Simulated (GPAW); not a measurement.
Crystal: TeAs2.

```
CELL_PARAMETERS angstrom
-3.55645 3.55645 2.94052
3.55645 -3.55645 2.94052
3.55645 3.55645 -2.94052
ATOMIC_POSITIONS crystal
Te 0.00000 0.00000 0.00000
Te 0.75000 0.25000 0.50000
As 0.87500 0.62500 0.25000
As 0.37500 0.62500 0.75000
As 0.37500 0.12500 0.75000
As 0.37500 0.62500 0.25000
```

The cell comes from a database or a generator and needn't be the stable form of this composition.

| Item | Value |
| --- | --- |
| Program | GPAW 26.7.0 |
| Task | relaxation of cell and atoms |
| Functional | PBEsol |
| Potentials or basis | PAW data sets generated in the run's folder for this functional |
| Cutoff | 600 eV |
| Basis | pw |
| k mesh | 4 × 4 × 4 |
| Occupations | fermi-dirac, width 0.05 eV |
| Spin | no spin polarisation |

At the start: pressure -4.7 GPa; volume 24.80 Å³/atom.

Problem. How do energy, volume and symmetry change on relaxing?

Solution. Over 7 steps the energy falls by 29.8 meV/atom and the volume is 22.91 Å³/atom (-7.6 %); space group I4_1/amd (No. 141, to 0.05 Å).

Step by step:
```csv
step,energy change (eV),largest force (eV/Å),pressure (GPa),volume (Å³)
1,0.0000,0.0000,-4.70,148.77
2,-0.0226,0.0000,-4.42,148.00
3,-0.1677,0.0001,0.47,137.39
4,-0.1696,0.0000,-0.13,138.45
5,-0.1700,0.0000,-0.13,138.42
6,-0.1772,0.0002,0.00,137.08
7,-0.1786,0.0001,0.00,137.43
```

Final structure:
```yaml
crystal:
  lattice:
    - [-3.45111, 3.45111, 2.88482]
    - [3.45111, -3.45111, 2.88482]
    - [3.45111, 3.45111, -2.88482]
  atoms:
    - { symbol: Te, position: [0.00000, 0.00000, 0.00000] }
    - { symbol: Te, position: [0.75000, 0.25000, 0.50000] }
    - { symbol: As, position: [0.87500, 0.62500, 0.25000] }
    - { symbol: As, position: [0.37500, 0.62500, 0.75000] }
    - { symbol: As, position: [0.37500, 0.12500, 0.75000] }
    - { symbol: As, position: [0.37500, 0.62500, 0.25000] }
```

Caveat: later steps reuse the first step's grids.
